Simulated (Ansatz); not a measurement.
# FeSi: the cost of one run

Computed with Ansatz 0.2.0 (DFT LDA, scalar-relativistic, plane waves, PAW, unless a step's input says otherwise).

## (1) The starting structure

It takes space group P2_13 (No. 198, cubic). Conventional cell: a = 4.551 Å, b = 4.551 Å, c = 4.551 Å, α = 90.00°, β = 90.00°, γ = 90.00°. Around Fe (site symmetry 3) lie 7 Si at 2.32 to 2.55 Å. Si (site symmetry 3) is surrounded by 7 Fe at 2.32 to 2.55 Å.

Coordinates:

```
CELL_PARAMETERS angstrom
4.55070 0.00000 0.00000
0.00000 4.55070 0.00000
0.00000 0.00000 4.55070
ATOMIC_POSITIONS crystal
Fe 0.13652 0.13652 0.13652
Fe 0.36348 0.86348 0.63652
Fe 0.63652 0.36348 0.86348
Fe 0.86348 0.63652 0.36348
Si 0.84240 0.84240 0.84240
Si 0.65760 0.15760 0.34240
Si 0.34240 0.65760 0.15760
Si 0.15760 0.34240 0.65760
```

## (2) Relaxing cell and atoms: FeSi, no spin

Input file input.yaml:

```yaml
crystal:
  lattice:
    - [4.5507, 0.0, 0.0]
    - [0.0, 4.5507, 0.0]
    - [0.0, 0.0, 4.5507]
  atoms:
    - { symbol: Fe, position: [0.13652, 0.13652, 0.13652] }
    - { symbol: Fe, position: [0.36348, 0.86348, 0.63652] }
    - { symbol: Fe, position: [0.63652, 0.36348, 0.86348] }
    - { symbol: Fe, position: [0.86348, 0.63652, 0.36348] }
    - { symbol: Si, position: [0.8424, 0.8424, 0.8424] }
    - { symbol: Si, position: [0.6576, 0.1576, 0.3424] }
    - { symbol: Si, position: [0.3424, 0.6576, 0.1576] }
    - { symbol: Si, position: [0.1576, 0.3424, 0.6576] }
scf:
  occupations: { method: gaussian, width: 0.02 }
output:
  forces: true
  stress: true
  eigenvalues: true
hamiltonian:
  xc: lda
kpoints:
  mp_grid: { grid: [10, 10, 10] }
relax:
  f_tol: 0.002
  max_steps: 60
  cell: { stress_tol: 0.03 }
```

Started as:

```
$ ansatz run input.yaml --threads 8 --pin off --max-ram 16384MiB --backend cpu --events-out ev --progress --plain --runs-dir out
```

**Question.** How long does this run take on 8 threads of Arm Neoverse V2, shared host, and how much memory does it need?

About 42 s, with a peak of 0.68 GiB.
